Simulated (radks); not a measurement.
# Si⁴⁻ held by a Watson sphere

The task here is to estimate one member of a computed series from the others.

Method: scalar-relativistic Kohn-Sham, PBEsol, spin-polarised, spherical densities, finite nucleus. Code: radks (a radial shooting solver on a logarithmic mesh, Libxc functionals) version 1.

**What is computed**

| Property | Result |
| --- | --- |
| element | silicon (Z = 14) |
| charge | -4 |
| electrons | 18 |
| configuration | [Ar] |
| nuclear rms radius | 3.1224 fm |

Outer shells as boxes (Hund's rule):

Si⁴⁻
```
[Ne] core
3s [↑↓]
3p [↑↓][↑↓][↑↓]
```

Set-up of the first run:

Input:

```text
Z 14
configuration [Ar]
relativity scalar-relativistic
functional pbe_sol,pbe_sol
spin polarised
nucleus finite rms 3.1224 fm
c 137.035999084
watson charge 4 radius 2.68 bohr
response adiabatic LDA kernel
```

Steps of the session up to this table: R = 2.68 bohr; R = 2.93 bohr; R = 3.11 bohr; R = 3.12 bohr; R = 3.47 bohr; R = 3.67 bohr; R = 3.97 bohr; R = 4.17 bohr.

One of the session's tables, all rows but one given; the rest of the session is left out.

| R (bohr) | highest level (eV) | its <r> (bohr) | sum of <r²> (bohr²) | α (bohr³) |
| --- | --- | --- | --- | --- |
| 2.68 | -6.620 | 2.756 | 67.76 | 54.61 |
| 2.93 | -6.160 | 2.893 | 73.97 | 66.06 |
| 3.11 | -5.844 | 2.992 | 78.62 | 75.75 |
| 3.12 | -5.827 | 2.998 | 78.88 | 76.33 |
| 3.47 | ? | ? | ? | ? |
| 3.67 | -4.967 | 3.304 | 93.98 | 115.6 |
| 3.97 | -4.565 | 3.473 | 102.8 | 144.4 |
| 4.17 | -4.323 | 3.587 | 109.0 | 167.0 |

Q: Estimate the row for R (bohr) = 3.47 from the others.

Worked estimate for «highest level (eV)». A straight line through the neighbours (3.12, -5.827) and (3.67, -4.967) gives -5.827 + (-4.967 + 5.827) × (3.47 − 3.12) / (3.67 − 3.12) = -5.280; a parabola fitted to 4 rows on both sides gives -5.261.

The run gave: highest level (eV): -5.261; its <r> (bohr): 3.192; sum of <r²> (bohr²): 88.33; α (bohr³): 99.49. In «highest level (eV)» the line misses by -0.019 and the parabola by 0.000.

**Reading.** From R = 2.68 to 4.17 bohr the top level moves from -6.620 to -4.323 eV and its mean radius from 2.76 to 3.59 bohr. A wider sphere makes a shallower well, so the ion swells. The polarisability goes from 54.6 to 167 bohr³. Response by self-consistent Sternheimer equations with the Hartree and adiabatic LDA kernel, the relativistic mass of each level held fixed and spin-orbit coupling left out. The sphere does not respond.
